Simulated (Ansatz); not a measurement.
**CH4ClFSSi: one species, many methods**

Aim: compute CH4ClFSSi with functionals from several rungs and with coupled cluster, and see how far each lands from CCSD(T) at the basis-set limit for the atomisation energy.

The runs use Ansatz 0.2.0, Gaussian basis; functionals in def2-TZVPP, the program's frozen cores in correlated methods.

Levels to be run: LDA (SPW92), PBE-D4, revPBE-D4, BLYP-D4, r2SCAN-D4, B97M-V, PBE0-D4, B3LYP-D4, r2SCANh-D4, r2SCAN0-D4, HSE06-D4, BHLYP-D4, CAM-B3LYP-D4, LC-ωPBE, ωB97X-V, ωB97M-V, B2PLYP, PBE-QIDH; CCSD(T)/def2-SVP; CCSD(T)/def2-TZVPP; MP2/def2-QZVPP; extrapolation to the limit; RPA on PBE.

## Step 1: Structure used throughout

The geometry comes from an earlier relaxation with PBE0-D4 in a triple-zeta def2 set; it is a stationary point, not always the lowest conformer.

SMILES `C[Si](F)(S)Cl`, 9 atoms, charge 0, spin multiplicity 1.

Atoms are counted from 1 here; the program's logs count them from 0.

Bond lengths: C1–Si2 1.843 Å, C1–H6 1.092 Å, C1–H7 1.093 Å, C1–H8 1.091 Å, Si2–F3 1.593 Å, Si2–S4 2.117 Å, Si2–Cl5 2.040 Å, S4–H9 1.346 Å. Angles: Si2–C1–H6 110.0°, Si2–C1–H7 110.4°, Si2–C1–H8 110.5°, H6–C1–H7 108.4°, H6–C1–H8 108.9°, H7–C1–H8 108.6°, C1–Si2–F3 107.8°, C1–Si2–S4 114.8°, C1–Si2–Cl5 111.2°, F3–Si2–S4 110.1°, F3–Si2–Cl5 107.5°, S4–Si2–Cl5 105.2°, Si2–S4–H9 93.0°.

## Step 2: LDA

This LDA is Slater exchange with PW92 correlation.

Input file in.yaml:

```yaml
crystal:
  periodic: [false, false, false]
  atoms:
    - {symbol: C, position_ang: [-0.227948, -0.923190, -0.725247]}
    - {symbol: Si, position_ang: [0.536138, 0.480454, 0.193224]}
    - {symbol: F, position_ang: [1.580012, -0.127508, 1.231285]}
    - {symbol: S, position_ang: [-0.839127, 1.736941, 1.198375]}
    - {symbol: Cl, position_ang: [1.567069, 1.712151, -1.065146]}
    - {symbol: H, position_ang: [0.548600, -1.515623, -1.214471]}
    - {symbol: H, position_ang: [-0.777376, -1.572727, -0.039543]}
    - {symbol: H, position_ang: [-0.919507, -0.552073, -1.483013]}
    - {symbol: H, position_ang: [-1.379258, 0.715074, 1.887437]}
basis:
  gaussian: {orbitals: def2-TZVPP}
hamiltonian: {xc: lda}
output: {orbitals: {seedname: orbitals}}
```

The runs that follow: PBE-D4 (GGA); revPBE-D4 (GGA); BLYP-D4 (GGA); r2SCAN-D4 (meta-GGA); B97M-V (meta-GGA); PBE0-D4 (hybrid); B3LYP-D4 (hybrid); r2SCANh-D4 (hybrid); r2SCAN0-D4 (hybrid); HSE06-D4 (hybrid); BHLYP-D4 (hybrid); CAM-B3LYP-D4 (range-separated); LC-ωPBE-D4 (range-separated); ωB97X-V (range-separated); ωB97M-V (range-separated); B2PLYP (double hybrid); PBE-QIDH (double hybrid); CCSD(T) in def2-SVP; CCSD(T) in def2-TZVPP; MP2 in def2-QZVPP; RPA on PBE orbitals.

**Question.** What will the summary of the whole plan be? Wanted: atomisation energy, CCSD(T)/CBS; farthest beyond LDA; mean size of error, GGA; mean size of error, meta-GGA; mean size of error, hybrid; mean size of error, range-separated; mean size of error, double hybrid; gap, smallest and largest; T1 diagnostic.

The runs gave:

```
                               quantity                                                       value
        atomisation energy, CCSD(T)/CBS                                               3320.6 kJ/mol
 functionals within 16.6 kJ/mol (0.5 %)  r2SCAN-D4, PBE0-D4, r2SCANh-D4, HSE06-D4, ωB97X-V, ωB97M-V
                    farthest beyond LDA                                    BHLYP-D4 (-108.6 kJ/mol)
                mean size of error, GGA                                                 41.6 kJ/mol
           mean size of error, meta-GGA                                                 16.7 kJ/mol
             mean size of error, hybrid                                                 36.3 kJ/mol
    mean size of error, range-separated                                                 18.4 kJ/mol
      mean size of error, double hybrid                                                 42.7 kJ/mol
              gap, smallest and largest                       5.84 eV (BLYP-D4), 13.20 eV (LC-ωPBE)
                          T1 diagnostic                                                      0.0105
triples share of the correlation energy                                                       3.8 %
```

In words: The LDA atomisation energy is off by 438.6 kJ/mol (13 %): it overbinds. PBE-D4 misses by +30.5 kJ/mol. Double hybrids carry the basis error of their MP2 part in triple zeta, and no dispersion term here, so their miss is partly the set-up's. Taken by rung, meta-GGA functionals do best (16.7 kJ/mol on average) and double hybrid ones worst beyond LDA (42.7 kJ/mol). The gap between the best rungs is small, so their order is not settled. Misses under about 16.6 kJ/mol are within the doubt on the reference itself, which lacks core-valence correlation, relativity and higher excitations. Hartree-Fock recovers 74 % of the binding; the rest is correlation. CCSD(T) in def2-SVP is off by -259.9 kJ/mol, which most functionals beat. The gap grows from 5.8 to 13.2 eV across the functionals, mostly with the share of exact exchange.
